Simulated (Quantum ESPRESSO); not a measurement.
**NbSN: Wannier functions under several settings**

```xyz
6
Lattice="3.5922 0.0000 0.0000 0.0000 3.5922 0.0000 0.0000 0.0000 6.1223" Properties=species:S:1:pos:R:3 pbc="T T T"
Nb    0.0000    1.7961    4.9831
Nb    1.7961    0.0000    1.1393
S     0.0000    1.7961    2.3482
S     1.7961    0.0000    3.7742
N     0.0000    0.0000    0.0000
N     1.7961    1.7961    0.0000
```

The cell comes from a database or a generator and needn't be the stable form of this composition.

All runs used Quantum ESPRESSO 7.5; potentials GBRV 1.5 PBE; k mesh 6 × 6 × 4; given cell; no spin polarisation; cutoff 612 eV; occupations fermi-dirac, width 0.05 eV.

```csv
level,start,Wannier mesh,spread a function (Å²),RMS miss of the bands (meV)
PBE,atomic projections with disentanglement,4 × 4 × 3,?,?
PBE,"atomic projections with disentanglement, not minimised",4 × 4 × 3,1.59,11
PBE,SCDM with an erfc weight,4 × 4 × 3,2.10,24
```

Question: What stands in the row left open?

Answer: Spread a function 1.10 Å²; RMS miss of the bands 9 meV.

Caveats: the Wannier minimisation didn't converge (some runs).

For the row left open. Caveat: the Wannier minimisation didn't converge.
